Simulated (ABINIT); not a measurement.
An input for ABINIT 10.8.3 (patched build) (SiF):

File run.abi:

```
# Datasets
ndtset 3

# Pseudopotentials
pp_dirpath "./"
pseudos "Si.upf, F.upf"

# Structure
acell 7.9246814662 7.9246814662 7.9246803479
rprim
     0.3192036678     0.1842920683     0.9295942405
    -0.3192036678     0.1842920683     0.9295942405
     0.0000000000    -0.3685841886     0.9295943717
ntypat 2
znucl 14 9
natom 2
typat 1 2
xred
            1/2            1/2            1/2
            0.0            0.0            0.0

# Plane-wave basis
ecut 35.0

# k points
ngkpt 8 8 8
nshiftk 1
shiftk 0.0 0.0 0.0

# Exchange and correlation
ixc 7

# Bands and occupations
nband 14
occopt 3
tsmear 0.05 eV

# SCF cycle
nstep 50

# Output
prteig 0
prtebands 0
prtwf 0
prtden 0
prtpot 0

# Dataset 1: ground state
kptopt1 1
tolvrs1 1.0e-15
prtwf1 1
tolwfr1 1.0e-14
nbdbuf1 4
nline1 6

# Dataset 2: atomic displacements at q = 0.5 0.5 0.0
rfphon2 1
rfatpol2 1 2
rfdir2 1 1 1
kptopt2 3
nqpt2 1
qpt2 1/2 1/2 0.0
tolvrs2 1.0e-8

# Dataset 3: atomic displacements at q = 0.5 0.0 0.0
rfphon3 1
rfatpol3 1 2
rfdir3 1 1 1
getwfk3 1
kptopt3 3
nqpt3 1
qpt3 1/2 0.0 0.0
tolvrs3 1.0e-8
```

Potentials or basis: PseudoDojo NC SR LDA v0.4.1 standard.

Command:

```console
$ abinit run.abi > log 2>&1
```

Question: How does this run end?

Answer: The run stopped without a result. It printed:

run.abo:

```text
.Version 10.8.3 of ABINIT
 DATASET    1 : space group R-3 m (#166); Bravais hR (rhombohedral)
================================================================================
 Values of the parameters that define the memory need for DATASET  1.
     intxc =       0    ionmov =       0      iscf =       7    lmnmax =       6
     lnmax =       6     mgfft =      45  mpssoang =       3    mqgrid =    3001
     natom =       2  nloc_mem =       1    nspden =       1   nspinor =       1
    nsppol =       1      nsym =      12    n1xccc =    2501    ntypat =       2
    occopt =       3   xclevel =       1
       mpw =        1631          nfft =       91125          nkpt =          65
[... 286 lines left out ...]
cutoff_energies: {ecut:  35.0, pawecutdg:  -1.0, }
electrons: {nelect:   1.10000000E+01, charge:   0.00000000E+00, occopt:   3.00000000E+00, tsmear:   1.83746611E-03, }
meta: {optdriver: 1, rfphon: 1, }
...

--- !ERROR
message: |
    At least one of the input variables irdwfk and getwfk
    must refer to a valid _WFK file, in the response function
    case, while for idtset = 2,
    they are irdwfk= 0, and getwfk= 0.
    Action: correct irdwfk or getwfk in your input file.
...
```
